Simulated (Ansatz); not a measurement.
# AlSbH3F (SMILES [F][AlH][SbH2]), step by step

Aim: a series of 52 runs (B3LYP/def2-SVP, UB3LYP/def2-SVP, PBE/def2-TZVP, UPBE/def2-TZVP, B3LYP/def2-TZVP, UB3LYP/def2-TZVP, HF/def2-TZVP, UHF/def2-TZVP, and more) of AlFH3Sb and its partners. 

The calculation is run with Ansatz 0.2.0.

### 1 The structure to begin with

AlSbH3F: 6 atoms, total charge 0, spin state singlet. SMILES: `[F][AlH][SbH2]`. Geometry: relaxed at PBE0-D4/def2-TZVP. This is one conformer, not always the lowest. The run starts from this shape.

Bond lengths: F1–Al2 1.653 Å, Al2–Sb3 2.636 Å, Al2–H4 1.582 Å, Sb3–H5 1.710 Å, Sb3–H6 1.709 Å. Angles: F1–Al2–Sb3 116.3°, F1–Al2–H4 116.4°, Sb3–Al2–H4 127.3°, Al2–Sb3–H5 88.3°, Al2–Sb3–H6 87.8°, H5–Sb3–H6 91.6°.

### 2 A geometry optimisation at B3LYP/def2-SVP (core potential, paw set gaussian, start density atoms) (run 1)

input.yaml reads:

```yaml
crystal:
  periodic: [false, false, false]
  atoms:
    - {symbol: F, position_ang: [-1.114600, -1.632400, 1.262300]}
    - {symbol: Al, position_ang: [-0.336100, -1.039300, -0.069800]}
    - {symbol: Sb, position_ang: [1.279900, 1.003700, 0.334800]}
    - {symbol: H, position_ang: [-0.594800, -1.800700, -1.431700]}
    - {symbol: H, position_ang: [0.842100, 1.592000, -1.209900]}
    - {symbol: H, position_ang: [-0.034400, 1.812900, 1.068100]}
basis:
  gaussian:
    orbitals: def2-SVP
hamiltonian:
  xc: {name: B3LYP}
relax: {}
```

Started as:

```bash
$ ansatz run input.yaml --threads 1 --pin off --max-ram 3480MiB --events-out events.jsonl --progress --plain --runs-dir runs
```

Log:

```text
Warning: RAYON_NUM_THREADS=1 ignored (pool sized by the plan → 1); use --threads N
The last accepted step is kept in runs//last_step.txt (removed where the run ends without a failure and the disk answers)
[... 46 lines left out ...]
Total energy: -15900.59048430 eV, -584.3359224905 hartree
[... 6 lines left out ...]
Dipole moment:     0.175736     0.106985    -0.184895 e Å
```

Wall time 20 s (1 thread of Arm Neoverse V1, shared host); peak memory 0.14 GiB.

The path in brief:

```csv
step,energy from the first frame kept (eV),largest force (eV/Å)
1,0.0000,0.6313
2,-0.0044,0.4732
3,-0.0116,0.1623
4,-0.0121,0.0510
5,-0.0122,0.0040
```

After the run. Bond lengths: F1–Al2 1.673 Å, Al2–Sb3 2.657 Å, Al2–H4 1.583 Å, Sb3–H5 1.725 Å, Sb3–H6 1.724 Å. Angles: F1–Al2–Sb3 116.9°, F1–Al2–H4 115.6°, Sb3–Al2–H4 127.5°, Al2–Sb3–H5 89.0°, Al2–Sb3–H6 88.5°, H5–Sb3–H6 91.5°.

### 3 The doublet cation: a structure relaxation at UB3LYP/def2-SVP (core potential, paw set gaussian, start density atoms) (run 2)

molecule.yaml reads:

```yaml
crystal:
  periodic: [false, false, false]
  atoms:
    - symbol: F
      position_ang: [-1.114600, -1.632400, 1.262300]
    - symbol: Al
      position_ang: [-0.336100, -1.039300, -0.069800]
    - symbol: Sb
      position_ang: [1.279900, 1.003700, 0.334800]
    - symbol: H
      position_ang: [-0.594800, -1.800700, -1.431700]
    - symbol: H
      position_ang: [0.842100, 1.592000, -1.209900]
    - symbol: H
      position_ang: [-0.034400, 1.812900, 1.068100]
basis:
  gaussian:
    orbitals: def2-SVP
total_charge: 1
magnetization:
  spin_polarized: true
  initial_magnetization: 1
hamiltonian:
  xc: {name: B3LYP}
relax: {}
```

Started as:

```bash
$ ansatz run molecule.yaml --threads 1 --pin off --max-ram 3480MiB --events-out events.jsonl --progress --plain --runs-dir runs
```

Log:

```text
Warning: RAYON_NUM_THREADS=1 ignored (pool sized by the plan → 1); use --threads N
The last accepted step is kept in runs//last_step.txt (removed where the run ends without a failure and the disk answers)
[... 71 lines left out ...]
Total energy: -15891.94976461 eV, -584.0183818991 hartree
[... 6 lines left out ...]
Dipole moment:     0.031523    -0.081341    -0.482433 e Å
```

It took 52 s on 1 thread of Arm Neoverse V1, shared host; peak memory 0.2 GiB.

Steps, from the record of the run:

```
step  energy from the first frame kept (eV)  largest force (eV/Å)
   1                                 0.0000                1.8497
   2                                -0.2943                0.8957
   3                                -0.4522                0.9889
   4                                -0.4933                0.5747
   5                                -0.5495                0.5620
   6                                -0.5708                0.1562
   7                                -0.5732                0.1677
   8                                -0.5772                0.0503
   9                                -0.5773                0.0076
```

After the run. Bond lengths: F1–Al2 1.643 Å, Al2–Sb3 2.762 Å, Al2–H4 1.554 Å, Sb3–H5 1.696 Å, Sb3–H6 1.695 Å. Angles: F1–Al2–Sb3 102.8°, F1–Al2–H4 137.6°, Sb3–Al2–H4 119.5°, Al2–Sb3–H5 118.8°, Al2–Sb3–H6 116.3°, H5–Sb3–H6 102.1°.

Runs 3 to 51 aren't shown in full; the table further down has their settings and results.

### 4 AlSbH2F: a single-point energy at U-wB97M-V/def2-TZVP (core potential, paw set gaussian, start density atoms) (run 52)

molecule.yaml reads:

```yaml
basis:
  gaussian:
    orbitals: def2-TZVP
crystal:
  periodic: [false, false, false]
  atoms:
    - {symbol: F, position_ang: [-0.949191, -1.814173, 1.297716]}
    - {symbol: Al, position_ang: [-0.380236, -1.010130, -0.056639]}
    - {symbol: Sb, position_ang: [1.019649, 1.193801, 0.400235]}
    - {symbol: H, position_ang: [-0.748962, -1.673672, -1.445069]}
    - {symbol: H, position_ang: [1.135240, 1.427473, -1.310543]}
magnetization:
  spin_polarized: true
  initial_magnetization: 1
hamiltonian:
  xc: {name: wB97M-V}
```

Started as:

```bash
$ ansatz run molecule.yaml --threads 1 --pin off --max-ram 3480MiB --events-out events.jsonl --progress --plain --runs-dir runs
```

Log (excerpt; [...] marks lines left out):

```text
Warning: RAYON_NUM_THREADS=1 ignored (pool sized by the plan → 1); use --threads N
Functional definition: wB97M-V
  name "wB97M-V"
[...]
  gx(w, u) = 1 - cx + cx01*u + cx10*w
  gss(w, u) = css00 + css04*u^4 + css10*w + css20*w^2 + css43*w^4*u^3
  gos(w, u) = cos00 + cos10*w + (cos20 + cos21*u)*w^2 + (cos60 + cos61*u)*w^6
[...]
      + integral(e_c_pw_mod_opposite_spin*gos(b97_w_opposite, b97_u_opposite)) + vv10(b, c)
924 factors; their error is unknown
213 factors; integrals over basis functions are off by at most 6.1e-5 eV
[...]
mean field -15884.92498127 eV, -583.7602258728 hartree, gradient 8.5e-5 eV, S^2 0.753211; 2 other end points of the search recorded, 0 dependent functions left out
reference -15884.92503026 eV, -583.7602276732 hartree; 24, 23 occupied and 106, 107 virtual orbitals, 924 factors
Total energy: -15884.92503026 eV, -583.7602276732 hartree
```

Run time: 31 s. Hardware: 1 thread of Arm Neoverse V1, shared host; peak memory 0.47 GiB.

### 5 The series

```csv
run,level,broken bond,fragment atoms,partner,energy (Eh),wall time
1,"B3LYP/def2-SVP (core potential, paw set gaussian, start density atoms)",–,–,base,-584.335922,20 s
2,"UB3LYP/def2-SVP (core potential, paw set gaussian, start density atoms)",–,–,cation,-584.018382,52 s
3,"UB3LYP/def2-SVP (core potential, paw set gaussian, start density atoms)",–,–,anion,-584.357175,68 s
4,"UB3LYP/def2-SVP (core potential, paw set gaussian, start density atoms)","(4, 2)","(1, 2, 3, 5, 6)",fragment,-583.706531,48 s
5,"UB3LYP/def2-SVP (core potential, paw set gaussian, start density atoms)","(3, 2)","(3, 5, 6)",fragment,-241.493957,5.4 s
6,"UB3LYP/def2-SVP (paw set gaussian, start density atoms)","(3, 2)","(1, 2, 4)",fragment,-342.751760,6 s
7,"UB3LYP/def2-SVP (core potential, paw set gaussian, start density atoms)","(6, 3)","(1, 2, 3, 4, 5)",fragment,-583.726860,66 s
8,"PBE/def2-TZVP (core potential, paw set gaussian, start density atoms)",–,–,base,-584.210012,3.3 s
9,"UPBE/def2-TZVP (core potential, paw set gaussian, start density atoms)",–,–,cation,-583.895145,6 s
10,"UPBE/def2-TZVP (core potential, paw set gaussian, start density atoms)",–,–,anion,-584.237976,6 s
11,"UPBE/def2-TZVP (paw set gaussian, start density atoms)","(4, 2)",(4),fragment,-0.499616,0.08 s
12,"UPBE/def2-TZVP (core potential, paw set gaussian, start density atoms)","(4, 2)","(1, 2, 3, 5, 6)",fragment,-583.590111,5.1 s
13,"UPBE/def2-TZVP (core potential, paw set gaussian, start density atoms)","(3, 2)","(3, 5, 6)",fragment,-241.406757,1.2 s
14,"UPBE/def2-TZVP (paw set gaussian, start density atoms)","(3, 2)","(1, 2, 4)",fragment,-342.712009,1.3 s
15,"UPBE/def2-TZVP (paw set gaussian, start density atoms)","(6, 3)",(6),fragment,-0.499616,0.08 s
16,"UPBE/def2-TZVP (core potential, paw set gaussian, start density atoms)","(6, 3)","(1, 2, 3, 4, 5)",fragment,-583.603518,6.3 s
17,"B3LYP/def2-TZVP (core potential, paw set gaussian, start density atoms)",–,–,base,-584.563344,4.5 s
18,"UB3LYP/def2-TZVP (core potential, paw set gaussian, start density atoms)",–,–,cation,-584.245723,8.7 s
19,"UB3LYP/def2-TZVP (core potential, paw set gaussian, start density atoms)",–,–,anion,-584.591244,7.8 s
20,"UB3LYP/def2-TZVP (paw set gaussian, start density atoms)","(4, 2)",(4),fragment,-0.502154,0.08 s
21,"UB3LYP/def2-TZVP (core potential, paw set gaussian, start density atoms)","(4, 2)","(1, 2, 3, 5, 6)",fragment,-583.934380,7.2 s
22,"UB3LYP/def2-TZVP (core potential, paw set gaussian, start density atoms)","(3, 2)","(3, 5, 6)",fragment,-241.504756,1.3 s
23,"UB3LYP/def2-TZVP (paw set gaussian, start density atoms)","(3, 2)","(1, 2, 4)",fragment,-342.971574,1.3 s
24,"UB3LYP/def2-TZVP (paw set gaussian, start density atoms)","(6, 3)",(6),fragment,-0.502154,0.08 s
25,"UB3LYP/def2-TZVP (core potential, paw set gaussian, start density atoms)","(6, 3)","(1, 2, 3, 4, 5)",fragment,-583.952583,7.2 s
26,"HF/def2-TZVP (core potential, paw set gaussian, start density atoms)",–,–,base,-582.489899,2.4 s
27,"UHF/def2-TZVP (core potential, paw set gaussian, start density atoms)",–,–,cation,-582.214650,4.2 s
28,"UHF/def2-TZVP (core potential, paw set gaussian, start density atoms)",–,–,anion,-582.504030,4.5 s
29,"UHF/def2-TZVP (paw set gaussian, start density atoms)","(4, 2)",(4),fragment,-0.499810,0.04 s
30,"UHF/def2-TZVP (core potential, paw set gaussian, start density atoms)","(4, 2)","(1, 2, 3, 5, 6)",fragment,-581.888360,4.2 s
31,"UHF/def2-TZVP (core potential, paw set gaussian, start density atoms)","(3, 2)","(3, 5, 6)",fragment,-240.403309,0.42 s
32,"UHF/def2-TZVP (paw set gaussian, start density atoms)","(3, 2)","(1, 2, 4)",fragment,-342.026849,0.44 s
33,"UHF/def2-TZVP (paw set gaussian, start density atoms)","(6, 3)",(6),fragment,-0.499810,0.04 s
34,"UHF/def2-TZVP (core potential, paw set gaussian, start density atoms)","(6, 3)","(1, 2, 3, 4, 5)",fragment,-581.916428,6.9 s
35,"MP2/def2-TZVP (core potential, paw set gaussian, start density atoms)",–,–,base,-583.163996,3.6 s
36,"UMP2/def2-TZVP (core potential, paw set gaussian, start density atoms)",–,–,cation,-582.850851,5.4 s
37,"UMP2/def2-TZVP (core potential, paw set gaussian, start density atoms)",–,–,anion,-583.183969,6.3 s
38,"UHF/def2-TZVP (paw set gaussian, start density atoms)","(4, 2)",(4),fragment,-0.499810,0.04 s
39,"UMP2/def2-TZVP (core potential, paw set gaussian, start density atoms)","(4, 2)","(1, 2, 3, 5, 6)",fragment,-582.538796,5.4 s
40,"UMP2/def2-TZVP (core potential, paw set gaussian, start density atoms)","(3, 2)","(3, 5, 6)",fragment,-240.732956,0.87 s
41,"UMP2/def2-TZVP (paw set gaussian, start density atoms)","(3, 2)","(1, 2, 4)",fragment,-342.336018,0.63 s
42,"UHF/def2-TZVP (paw set gaussian, start density atoms)","(6, 3)",(6),fragment,-0.499810,0.04 s
43,"UMP2/def2-TZVP (core potential, paw set gaussian, start density atoms)","(6, 3)","(1, 2, 3, 4, 5)",fragment,-582.562987,6 s
44,"wB97M-V/def2-TZVP (core potential, paw set gaussian, start density atoms)",–,–,base,-584.363101,17 s
45,"U-wB97M-V/def2-TZVP (core potential, paw set gaussian, start density atoms)",–,–,cation,-584.049381,33 s
46,"U-wB97M-V/def2-TZVP (core potential, paw set gaussian, start density atoms)",–,–,anion,-584.382852,32 s
47,"U-wB97M-V/def2-TZVP (paw set gaussian, start density atoms)","(4, 2)",(4),fragment,-0.494111,0.2 s
48,"U-wB97M-V/def2-TZVP (core potential, paw set gaussian, start density atoms)","(4, 2)","(1, 2, 3, 5, 6)",fragment,-583.738295,29 s
49,"U-wB97M-V/def2-TZVP (core potential, paw set gaussian, start density atoms)","(3, 2)","(3, 5, 6)",fragment,-241.369021,6.6 s
50,"U-wB97M-V/def2-TZVP (paw set gaussian, start density atoms)","(3, 2)","(1, 2, 4)",fragment,-342.898752,6.3 s
51,"U-wB97M-V/def2-TZVP (paw set gaussian, start density atoms)","(6, 3)",(6),fragment,-0.494111,0.22 s
52,"U-wB97M-V/def2-TZVP (core potential, paw set gaussian, start density atoms)","(6, 3)","(1, 2, 3, 4, 5)",fragment,-583.760228,31 s
```

### 6 What came out

```
                                                                                                                                           quantity          value
                                                                                                                      AlSbH2F, run 52: total energy  -583.76023 Eh
                                                                                                                              AlSbH2F, run 52: ⟨S²⟩          0.753
   dissociation energy of the Sb3–Al2 bond into doublet SbH2 and doublet AlHF (shapes relaxed at B3LYP/def2-SVP, no zero-point term), PBE/def2-TZVP       2.483 eV
  dissociation energy of the H4–Al2 bond into doublet H and doublet AlSbH2F (shapes relaxed at B3LYP/def2-SVP, no zero-point term), B3LYP/def2-TZVP       3.451 eV
  dissociation energy of the H6–Sb3 bond into doublet H and doublet AlSbH2F (shapes relaxed at B3LYP/def2-SVP, no zero-point term), B3LYP/def2-TZVP       2.955 eV
 dissociation energy of the Sb3–Al2 bond into doublet SbH2 and doublet AlHF (shapes relaxed at B3LYP/def2-SVP, no zero-point term), B3LYP/def2-TZVP       2.368 eV
   dissociation energy of the Sb3–Al2 bond into doublet SbH2 and doublet AlHF (shapes relaxed at B3LYP/def2-SVP, no zero-point term), MP2/def2-TZVP       2.586 eV
dissociation energy of the H4–Al2 bond into doublet H and doublet AlSbH2F (shapes relaxed at B3LYP/def2-SVP, no zero-point term), wB97M-V/def2-TZVP       3.556 eV
dissociation energy of the H6–Sb3 bond into doublet H and doublet AlSbH2F (shapes relaxed at B3LYP/def2-SVP, no zero-point term), wB97M-V/def2-TZVP       2.960 eV
                       adiabatic ionisation energy (to the doublet cation, shapes relaxed at B3LYP/def2-SVP, no zero-point term), wB97M-V/def2-TZVP       8.537 eV
```

In words: At PBE/def2-TZVP: the dissociation energy of the Sb3–Al2 bond into doublet SbH2 and doublet AlHF (shapes relaxed at B3LYP/def2-SVP, no zero-point term) is 2.48 eV (57 kcal/mol). At B3LYP/def2-TZVP: the dissociation energy of the H4–Al2 bond into doublet H and doublet AlSbH2F (shapes relaxed at B3LYP/def2-SVP, no zero-point term) is 3.45 eV (333 kJ/mol). At B3LYP/def2-TZVP: the dissociation energy of the H6–Sb3 bond into doublet H and doublet AlSbH2F (shapes relaxed at B3LYP/def2-SVP, no zero-point term) is 2.96 eV (68 kcal/mol). At B3LYP/def2-TZVP: the dissociation energy of the Sb3–Al2 bond into doublet SbH2 and doublet AlHF (shapes relaxed at B3LYP/def2-SVP, no zero-point term) is 2.37 eV (228 kJ/mol). At MP2/def2-TZVP: the dissociation energy of the Sb3–Al2 bond into doublet SbH2 and doublet AlHF (shapes relaxed at B3LYP/def2-SVP, no zero-point term) is 2.59 eV (249 kJ/mol). At wB97M-V/def2-TZVP: the dissociation energy of the H4–Al2 bond into doublet H and doublet AlSbH2F (shapes relaxed at B3LYP/def2-SVP, no zero-point term) is 3.56 eV (343 kJ/mol). Totals of different functionals can't be ranked against each other. All runs together took 9 min, the longest 68 s.
